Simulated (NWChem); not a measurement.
# AlSiNH6O (SMILES O[SiH2][NH][AlH2]) at 3 levels

We compute a comparison of 3 runs (HF/STO-3G, HF/3-21G, B3LYP/6-31G*) of AlSiNH6O. 

The calculation is run with NWChem 7.3.0.

**1. The molecule**

AlSiNH6O has 10 atoms, charge 0, and is taken as a singlet. As SMILES, `O[SiH2][NH][AlH2]`. Geometry: relaxed at PBE0-D4/def2-TZVP. This is one conformer, not always the lowest.

Bond lengths: O1–Si2 1.650 Å, Si2–N3 1.711 Å, N3–Al4 1.785 Å, O1–H5 0.958 Å, Si2–H6 1.486 Å, Si2–H7 1.491 Å, N3–H8 1.013 Å, Al4–H9 1.580 Å, Al4–H10 1.583 Å. Some angles: O1–Si2–N3 109.6°, Si2–N3–Al4 128.8°, O1–Si2–H6 111.3°, O1–Si2–H7 107.7°, N3–Si2–H6 106.5°, N3–Si2–H7 112.1°, Si2–O1–H5 117.1°, Si2–N3–H8 114.7°, Al4–N3–H8 116.5°, N3–Al4–H9 118.3°.

**2. Energy and gradient at HF/STO-3G (run 1)**

input.nw

```
START input
TITLE "AlH6NOSi"
memory 2200 mb

GEOMETRY units angstroms noautosym nocenter noautoz
  O       -1.817400      -0.693800      -1.056500
  Si      -0.576600       0.373900      -0.851600
  N        0.693300      -0.382300       0.009600
  Al       1.233300      -0.094800       1.686300
  H       -2.399800      -0.547900      -1.803100
  H       -1.000200       1.543800      -0.039500
  H       -0.142800       0.831300      -2.203200
  H        1.159400      -1.127800      -0.493000
  H        0.508400       1.030600       2.525200
  H        2.425400      -0.984200       2.228700
END

BASIS spherical bse
  * library STO-3G
END

SCF
  thresh 1e-08
  maxiter 80
END

TASK scf gradient
```

Command:

```
$ nwchem input.nw > input.out
```

The program printed:

```text
[...]
  functions       =    34
[...]
  wavefunction    = RHF
[...]
         Total SCF energy =   -655.743453555698
      One-electron energy =  -1328.623689400684
      Two-electron energy =    465.117354377932
 Nuclear repulsion energy =    207.762881467055
        Time for solution =      2.7s
[...]
                         RHF ENERGY GRADIENTS
    atom               coordinates                        gradient
                 x          y          z           x          y          z
   1 O      -3.434388  -1.311092  -1.996496   -0.004180   0.023800  -0.030296
   2 Si     -1.089616   0.706569  -1.609291   -0.009873  -0.040757   0.017211
   3 N       1.310147  -0.722442   0.018141   -0.006228  -0.011476  -0.036324
   4 Al      2.330599  -0.179146   3.186645   -0.004863   0.001409  -0.007734
   5 H      -4.534964  -1.035381  -3.407365    0.010212  -0.013803   0.023693
   6 H      -1.890104   2.917359  -0.074644   -0.006616   0.023608   0.019170
   7 H      -0.269853   1.570929  -4.163444    0.009061   0.007332  -0.028903
   8 H       2.190948  -2.131233  -0.931635   -0.001445   0.003773   0.003397
   9 H       0.960737   1.947552   4.771936   -0.021488   0.033016   0.024573
  10 H       4.583341  -1.859868   4.211632    0.035419  -0.026904   0.015212
[...]
```

Wall time 4.5 s (1 thread of Intel Xeon 6975P-C (Granite Rapids), shared host); peak memory 0.094 GiB.

**3. Energy and gradient at HF/3-21G (run 2)**

alh6nosi.nw

```
start alh6nosi
title "AlH6NOSi hf"
memory 2200 mb

geometry units au noautosym nocenter noautoz
   O     -3.43438826    -1.31109199    -1.99649565
   Si    -1.08961608     0.70656860    -1.60929077
   N      1.31014712    -0.72244230     0.01814137
   Al     2.33059923    -0.17914604     3.18664516
   H     -4.53496475    -1.03538094    -3.40736518
   H     -1.89010407     2.91735919    -0.07464418
   H     -0.26985289     1.57092933    -4.16344460
   H      2.19094847    -2.13123312    -0.93163498
   H      0.96073676     1.94755174     4.77193641
   H      4.58334174    -1.85986845     4.21163261
end

basis spherical bse
   * library 3-21G
end

scf
   thresh 1e-08
   maxiter 80
   print low
end

task scf gradient
```

Command:

```
$ nwchem alh6nosi.nw > alh6nosi.out
```

The program printed:

```text
[...]
  functions       =    56
[...]
  wavefunction    = RHF
[...]
         Total SCF energy =   -660.154095541666
      One-electron energy =  -1329.332476053308
      Two-electron energy =    461.415514029688
 Nuclear repulsion energy =    207.762866481954
        Time for solution =      3.1s
[...]
                         RHF ENERGY GRADIENTS
    atom               coordinates                        gradient
                 x          y          z           x          y          z
   1 O      -3.434388  -1.311092  -1.996496    0.015477   0.006376   0.009348
   2 Si     -1.089616   0.706569  -1.609291   -0.009448  -0.018389  -0.003811
   3 N       1.310147  -0.722442   0.018141   -0.015207   0.006794  -0.005429
   4 Al      2.330599  -0.179146   3.186645   -0.000273   0.002099   0.002061
   5 H      -4.534965  -1.035381  -3.407365    0.010741   0.007729   0.002169
   6 H      -1.890104   2.917359  -0.074644   -0.000699  -0.000191   0.002557
   7 H      -0.269853   1.570929  -4.163445    0.000314  -0.000925   0.000290
   8 H       2.190948  -2.131233  -0.931635    0.000912  -0.002477  -0.002243
   9 H       0.960737   1.947552   4.771936    0.001386  -0.002957  -0.002804
  10 H       4.583342  -1.859868   4.211633   -0.003202   0.001940  -0.002139
[...]
```

Wall time 5.4 s (1 thread of Intel Xeon 6975P-C (Granite Rapids), shared host); peak memory 0.096 GiB.

**4. Energy and gradient at B3LYP/6-31G(d) (Cartesian functions) (run 3)**

struct.nw

```
start struct
title "AlH6NOSi gradient"
memory 2200 mb
geometry units angstrom noautosym nocenter noautoz
O       -1.817400      -0.693800      -1.056500
Si      -0.576600       0.373900      -0.851600
N        0.693300      -0.382300       0.009600
Al       1.233300      -0.094800       1.686300
H       -2.399800      -0.547900      -1.803100
H       -1.000200       1.543800      -0.039500
H       -0.142800       0.831300      -2.203200
H        1.159400      -1.127800      -0.493000
H        0.508400       1.030600       2.525200
H        2.425400      -0.984200       2.228700
end
basis "ao basis" cartesian
* library 6-31G*
end
dft
xc b3lyp
grid xfine
convergence energy 1e-08
maxiter 100
mulliken
end
task dft gradient
```

Command:

```
$ nwchem struct.nw > struct.out
```

The program printed (excerpt; [...] marks lines left out):

```text
[...]
          Wavefunction type:  closed shell.
          No. of atoms     :    10
          No. of electrons :    48
[...]
          Charge           :     0
          Spin multiplicity:     1
[...]
          AO basis - number of functions:    80
[...]
              XC Information
              --------------
                         B3LYP Method XC Potential
                     Hartree-Fock (Exact) Exchange  0.200
                        Slater Exchange Functional  0.800 local
                    Becke 1988 Exchange Functional  0.720 non-local
              Lee-Yang-Parr Correlation Functional  0.810
                  VWN I RPA Correlation Functional  0.190 local
[...]
 d= 0,ls=0.0,diis     1   -665.5052119812 -8.73D+02  1.77D-02  8.69D-01     6.0
[...]
 d= 0,ls=0.0,diis    10   -665.5931603129 -1.82D-09  1.60D-07  2.09D-10    45.6
         Total DFT energy =     -665.593160312918
      One electron energy =    -1334.103994976127
           Coulomb energy =      518.215890533389
    Exchange-Corr. energy =      -57.467937337234
 Nuclear repulsion energy =      207.762881467055
[...]
      Total Density - Mulliken Population Analysis
     ---------------------------------------------
[...]
  wavefunction    = closed shell
                         DFT ENERGY GRADIENTS
    atom               coordinates                        gradient
                 x          y          z           x          y          z
   1 O      -3.434388  -1.311092  -1.996496    0.003247   0.009101  -0.004937
   2 Si     -1.089616   0.706569  -1.609291    0.001484  -0.010166   0.002857
   3 N       1.310147  -0.722442   0.018141   -0.003306   0.001124  -0.000465
   4 Al      2.330599  -0.179146   3.186645   -0.001792  -0.001037  -0.006282
   5 H      -4.534964  -1.035381  -3.407365    0.005241  -0.001371   0.006668
   6 H      -1.890104   2.917359  -0.074644   -0.001024  -0.000589   0.000124
   7 H      -0.269853   1.570929  -4.163444   -0.000861  -0.000746   0.000734
   8 H       2.190948  -2.131233  -0.931635   -0.002363   0.003575   0.002076
   9 H       0.960737   1.947552   4.771936    0.000091  -0.000425  -0.000517
  10 H       4.583341  -1.859868   4.211632   -0.000716   0.000535  -0.000260
[...]
```

Run time: 59 s. Hardware: 1 thread of Intel Xeon 6975P-C (Granite Rapids), shared host; peak memory 0.15 GiB.

**5. The series**

```tsv
run	level	Cartesian functions	iteration cap	energy (Eh)	dipole moment (D)	HOMO energy (eV)	LUMO energy (eV)	wall time
1	HF/STO-3G	no	80	-655.743454	0.98	-7.59	9.61	4.5 s
2	HF/3-21G	no	80	-660.154096	–	–	–	5.4 s
3	B3LYP/6-31G* (Cartesian functions)	yes	100	-665.593160	1.56	-7.53	-0.96	59 s
```

**6. What came out**

| quantity | value |
| --- | --- |
| run 3: total energy | -665.59316 Eh |
| run 3: dipole moment | 1.56 D |
| run 3: HOMO energy | -7.53 eV |
| run 3: LUMO energy | -0.96 eV |
| run 3: HOMO–LUMO gap | 6.57 eV |
| run 3: largest force on an atom | 0.558 eV/Å |

In run 1 the basis is minimal, so the values are rough. All runs together took 69 s, the longest 59 s.
